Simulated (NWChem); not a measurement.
**GeH3O2 (SMILES [O][GeH2][OH]): levels of theory compared**

Wanted: a comparison of 4 runs (UHF/STO-3G, UHF/3-21G, UB3LYP/6-31G*) of GeH3O2. 

Program for the calculation: NWChem 7.3.0.

## Step 1: The molecule

GeH3O2 has 6 atoms, charge 0, and is taken as a doublet. SMILES: `[O][GeH2][OH]`. The shape is that of a PBE0-D4/def2-TZVP optimisation. This is one conformer, not always the lowest.

Bond lengths: O1–Ge2 1.790 Å, Ge2–O3 1.768 Å, Ge2–H4 1.539 Å, Ge2–H5 1.528 Å, O3–H6 0.960 Å. Angles: O1–Ge2–O3 111.6°, O1–Ge2–H4 102.2°, O1–Ge2–H5 109.7°, O3–Ge2–H4 112.1°, O3–Ge2–H5 104.9°, Ge2–O3–H6 113.3°, H4–Ge2–H5 116.5°.

## Step 2: Energy and forces at UHF/STO-3G (run 1)

Contents of run.py:

```python
from ase import Atoms
from ase.calculators.nwchem import NWChem

system = Atoms('OGeOHHH', positions=[
    [-1.694000, -0.455900, 0.556900],
    [-0.249900, 0.168600, -0.295800],
    [1.186300, 0.124100, 0.735000],
    [-0.134800, -0.795800, -1.489800],
    [-0.447300, 1.647000, -0.628900],
    [1.381600, -0.751900, 1.076400],
])

calc = NWChem(
    label='nw',
    theory='scf',
    memory='2200 mb',
    basis='STO-3G',
    basispar='spherical bse',
    scf={'nopen': '1', 'uhf': None, 'thresh': '1e-08', 'maxiter': '80'},
)
system.calc = calc

forces = system.get_forces()
e = system.get_potential_energy()
print(f"E = {e:.6f} eV")
print("forces (eV/A):")
for s, f in zip(system.symbols, forces):
    print(f"{s:2s} {f[0]:10.5f} {f[1]:10.5f} {f[2]:10.5f}")
```

The run is started by

```
$ export ASE_NWCHEM_COMMAND="nwchem PREFIX.nwi > PREFIX.nwo"
$ python run.py
```

What it wrote:

```text
E = -59897.009202 eV
forces (eV/A):
O     0.13303    0.11251    0.14563
Ge    0.67486    0.11045   -0.93629
O    -1.07009    1.81145   -1.11606
H     0.03137    1.38675    1.32941
H     0.26832   -1.83078    0.24585
H    -0.03749   -1.59038    0.33147
```

The calculator wrote nw.nwi:

```
title "nw"

permanent_dir nw

scratch_dir nw

start nw

geometry units angstrom nocenter noautosym noautoz
  O  -1.6940000000000000e+00 -4.5590000000000003e-01 5.5689999999999995e-01
  Ge -2.4990000000000001e-01 1.6860000000000000e-01 -2.9580000000000001e-01
  O  1.1862999999999999e+00 1.2410000000000000e-01 7.3499999999999999e-01
  H  -1.3480000000000000e-01 -7.9579999999999995e-01 -1.4898000000000000e+00
  H  -4.4729999999999998e-01 1.6470000000000000e+00 -6.2890000000000001e-01
  H  1.3815999999999999e+00 -7.5190000000000001e-01 1.0764000000000000e+00
end

memory 2200 mb

basis spherical bse noprint
   * library STO-3G
end

scf
  nopen 1
  uhf
  thresh 1e-08
  maxiter 80
end

task scf gradient
```

nw.nwo:

```text
Northwest Computational Chemistry Package (NWChem) 7.3.0
             --------------------------------------------------------

           Job information
           ---------------

    nwchem branch   = 7.3.0
    use scalapack   = T
    input           = nw.nwi
    prefix          = nw.
    data base       = nw/nw.db
    status          = startup
    nproc           =        1

           Memory information
           ------------------

[... 5 lines left out ...]
    hardfail = no
[... 39 lines left out ...]
            Nuclear Dipole moment (a.u.)
[... 90 lines left out ...]
         Quadratically convergent UHF
[... 24 lines left out ...]
       Final UHF  results
[... 5 lines left out ...]
 Nuclear repulsion energy =    205.828039964377
[... 241 lines left out ...]
                     UHF Final Beta Molecular Orbital Analysis
[... 247 lines left out ...]
                 ----------------------------------------
                 |  Time  |  1-e(secs)   |  2-e(secs)   |
                 ----------------------------------------
                 |  CPU   |       0.00   |       0.56   |
                 ----------------------------------------
                 |  WALL  |       0.00   |       0.56   |
                 ----------------------------------------

 Task  times  cpu:       19.6s     wall:       19.6s
 Total times  cpu:       19.6s     wall:       19.6s
```

It took 21 s on 1 thread of Intel Xeon Platinum 8259CL at 2.50GHz (Skylake/Cascade Lake), shared host; peak memory 0.099 GiB.

## Step 3: Energy and forces at UHF/3-21G (run 2)

Contents of m1.xyz:

```xyz
6

O     -1.694000    -0.455900     0.556900
Ge    -0.249900     0.168600    -0.295800
O      1.186300     0.124100     0.735000
H     -0.134800    -0.795800    -1.489800
H     -0.447300     1.647000    -0.628900
H      1.381600    -0.751900     1.076400
```

Contents of m1.nw:

```
start m1
memory total 2200 mb
geometry units angstrom noautosym nocenter noautoz
  load format xyz m1.xyz
end
basis spherical bse
  O library 3-21G
  Ge library 3-21G
  H library 3-21G
end
scf
  nopen 1
  uhf
  thresh 1e-08
  maxiter 80
end
task scf gradient
```

The run is started by

```
$ nwchem m1.nw > m1.out
```

What it wrote:

```text
[...]
  functions       =    46
[...]
  wavefunction    = UHF
[...]
         Total SCF energy =  -2215.987397756057
      One electron energy =  -3501.169015639392
      Two electron energy =   1079.353577918957
 Nuclear repulsion energy =    205.828039964377
                       Sz =      0.5000
                 Sz(Sz+1) =      0.7500
                      S^2 =      0.7550
[...]
                         UHF ENERGY GRADIENTS
    atom               coordinates                        gradient
                 x          y          z           x          y          z
   1 O      -3.201196  -0.861526   1.052388   -0.002508   0.000057  -0.000628
   2 Ge     -0.472243   0.318608  -0.558981   -0.014859  -0.009540  -0.007877
   3 O       2.241782   0.234515   1.388949    0.027307   0.005459   0.016842
   4 H      -0.254735  -1.503844  -2.815314    0.000273  -0.002685  -0.001327
   5 H      -0.845274   3.112379  -1.188449    0.000736   0.003905   0.001690
   6 H       2.610845  -1.420885   2.034101   -0.010948   0.002805  -0.008700
[...]
```

Run time: 26 s. Hardware: 1 thread of Intel Xeon Platinum 8259CL at 2.50GHz (Skylake/Cascade Lake), shared host; peak memory 0.099 GiB.

Run 3 isn't shown in full; the table further down has it.

## Step 4: Energy and gradient at UB3LYP/6-31G(d) (Cartesian functions) (run 4)

Contents of mol.nw:

```
start mol
title "GeH3O2"
memory stack 880 mb heap 220 mb global 1100 mb
charge 0

geometry units angstrom noautosym nocenter noautoz
 O     -1.694000    -0.455900     0.556900
 Ge    -0.249900     0.168600    -0.295800
 O      1.186300     0.124100     0.735000
 H     -0.134800    -0.795800    -1.489800
 H     -0.447300     1.647000    -0.628900
 H      1.381600    -0.751900     1.076400
end

basis
 O library 6-31G*
 Ge library 6-31G*
 H library 6-31G*
end

dft
 xc b3lyp
 mult 2
 grid xfine
 convergence energy 1e-08
 iterations 100
 mulliken
 print medium
end

task dft gradient
```

The run is started by

```
$ nwchem mol.nw > mol.out
```

What it wrote:

```text
[...]
          Wavefunction type:  spin polarized.
          No. of atoms     :     6
          No. of electrons :    51
[...]
          Charge           :     0
          Spin multiplicity:     2
[...]
          AO basis - number of functions:    71
[...]
              XC Information
              --------------
                         B3LYP Method XC Potential
                     Hartree-Fock (Exact) Exchange  0.200
                        Slater Exchange Functional  0.800 local
                    Becke 1988 Exchange Functional  0.720 non-local
              Lee-Yang-Parr Correlation Functional  0.810
                  VWN I RPA Correlation Functional  0.190 local
[...]
 d= 0,ls=0.0,diis     1  -2228.7132709307 -2.43D+03  2.46D-02  4.97D-01     4.9
[...]
 d= 0,ls=0.0,diis    19  -2228.9581935345 -8.32D-10  1.61D-07  1.47D-11    81.5
[...]
         Total DFT energy =    -2228.958193534476
      One electron energy =    -3512.581085609575
           Coulomb energy =     1175.128298553308
    Exchange-Corr. energy =      -97.333446442586
 Nuclear repulsion energy =      205.828039964377
[...]
      <S2> =      0.7535 (Exact =     0.7500)
[...]
  wavefunction    = open shell
                         DFT ENERGY GRADIENTS
    atom               coordinates                        gradient
                 x          y          z           x          y          z
   1 O      -3.201196  -0.861526   1.052388    0.006660   0.002529  -0.002569
   2 Ge     -0.472243   0.318608  -0.558981    0.000754  -0.000143   0.002436
   3 O       2.241782   0.234515   1.388949   -0.006882  -0.010182  -0.002021
   4 H      -0.254735  -1.503844  -2.815314    0.000285   0.001757   0.003339
   5 H      -0.845274   3.112379  -1.188449    0.000078  -0.002752   0.001240
   6 H       2.610845  -1.420885   2.034101   -0.000895   0.008790  -0.002424
[...]
```

It took 91 s on 1 thread of Intel Xeon Platinum 8259CL at 2.50GHz (Skylake/Cascade Lake), shared host; peak memory 0.14 GiB.

## Step 5: Overview of the runs

| run | level | iteration cap | module | energy (Eh) | dipole moment (D) | HOMO energy (eV) | LUMO energy (eV) | wall time |
| --- | --- | --- | --- | --- | --- | --- | --- | --- |
| 1 | UHF/STO-3G | 80 | scf | -2201.174506 | 1.19 | -8.82 | 9.42 | 21 s |
| 2 | UHF/3-21G | 80 | scf | -2215.987398 | 1.79 | -12.57 | 2.95 | 26 s |
| 3 | UB3LYP/6-31G* (spherical functions) | 100 | dft | -2228.949211 | – | – | – | 86 s |
| 4 | UB3LYP/6-31G* (Cartesian functions) | 100 | dft | -2228.958194 | 1.64 | -8.15 | -4.50 | 91 s |

## Step 6: Summary of results

| quantity | value |
| --- | --- |
| run 4: total energy | -2228.95819 Eh |
| run 4: dipole moment | 1.64 D |
| run 4: HOMO energy (highest over α and β) | -8.15 eV |
| run 4: LUMO energy (lowest over α and β) | -4.50 eV |
| run 4: ⟨S²⟩ | 0.753 |
| run 4: largest force on an atom | 0.640 eV/Å |

In words: Over runs 1, 2, 4 the dipole moment (its size) runs from 1.19 D (UHF/STO-3G) to 1.79 D (UHF/3-21G). In run 1 the basis is minimal, so the values are rough. All runs together took 3.7 min, the longest 91 s.
